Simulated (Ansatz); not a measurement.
# CH₅GeNO₂: up Jacob's ladder to CCSD(T)

The task here is to estimate one member of a computed series from the others.

The runs use Ansatz 0.2.0, Gaussian basis; functionals in def2-TZVPP, the program's frozen cores in correlated methods.

Plan: PBE-D4, r2SCAN-D4, PBE0-D4, B3LYP-D4, ωB97X-V, ωB97M-V, B2PLYP; CCSD(T)/def2-TZVPP; MP2/def2-QZVPP; extrapolation to the limit.

### The geometry

An earlier PBE0-D4 in a triple-zeta def2 set relaxation fixed the geometry.

SMILES `NC(=O)[O][GeH3]`, 10 atoms, charge 0, spin multiplicity 1.

Atoms are counted from 1 here; the program's logs count them from 0.

Bond lengths: N1–C2 1.350 Å, N1–H6 1.002 Å, N1–H7 1.002 Å, C2–O3 1.215 Å, C2–O4 1.334 Å, O4–Ge5 1.828 Å, Ge5–H8 1.529 Å, Ge5–H9 1.529 Å, Ge5–H10 1.535 Å. Angles: C2–N1–H6 118.6°, C2–N1–H7 120.8°, H6–N1–H7 120.6°, N1–C2–O3 124.6°, N1–C2–O4 112.6°, O3–C2–O4 122.8°, C2–O4–Ge5 111.7°, O4–Ge5–H8 109.4°, O4–Ge5–H9 109.4°, O4–Ge5–H10 99.9°, H8–Ge5–H9 113.9°, H8–Ge5–H10 111.7°, H9–Ge5–H10 111.7°.

Set-up of the first run:

Input file in.yaml:

```yaml
crystal:
  periodic: [false, false, false]
  atoms:
    - {symbol: N, position_ang: [-0.629640, 1.167764, -1.614927]}
    - {symbol: C, position_ang: [-0.514956, 0.258745, -0.623589]}
    - {symbol: O, position_ang: [-1.352678, -0.580598, -0.357789]}
    - {symbol: O, position_ang: [0.632314, 0.373094, 0.046465]}
    - {symbol: Ge, position_ang: [0.765683, -0.872288, 1.378454]}
    - {symbol: H, position_ang: [-1.466328, 1.173239, -2.165890]}
    - {symbol: H, position_ang: [0.089544, 1.847127, -1.772812]}
    - {symbol: H, position_ang: [0.766240, -2.272583, 0.765358]}
    - {symbol: H, position_ang: [-0.348983, -0.644340, 2.399409]}
    - {symbol: H, position_ang: [2.141904, -0.501358, 1.948322]}
basis:
  gaussian: {orbitals: def2-TZVPP}
hamiltonian: {xc: pbe, dispersion: d4}
output: {forces: true, orbitals: {seedname: orbitals}}
```

Started as:

```
$ ansatz run in.yaml --threads 4 --pin off --events-out ev --progress --plain --max-ram 10444MiB
```

Among the steps run: PBE-D4 (GGA); r2SCAN-D4 (meta-GGA); PBE0-D4 (hybrid); B3LYP-D4 (hybrid); ωB97X-V (range-separated); ωB97M-V (range-separated); B2PLYP (double hybrid); CCSD(T) in def2-TZVPP; MP2 in def2-QZVPP.

One table of the session follows, with a row left open; its other results are not shown here.

| method | atomisation energy (kJ/mol) |
| --- | --- |
| PBE-D4 | 3789.0 |
| r2SCAN-D4 | 3694.3 |
| PBE0-D4 | ? |
| B3LYP-D4 | 3675.7 |
| ωB97X-V | 3707.8 |
| ωB97M-V | 3688.7 |
| B2PLYP | 3642.1 |
| HF/def2-TZVPP | 2459.2 |
| MP2/def2-TZVPP | 3663.9 |
| CCSD/def2-TZVPP | 3505.7 |
| CCSD(T)/def2-TZVPP | 3578.8 |
| MP2/CBS | 3768.1 |
| CCSD(T)/CBS | 3683.0 |

Estimate the missing values for PBE0-D4.

**Answer.** atomisation energy (kJ/mol): 3673.9. In the column «atomisation energy (kJ/mol)» it lies between MP2/def2-TZVPP (3663.9) and B3LYP-D4 (3675.7).
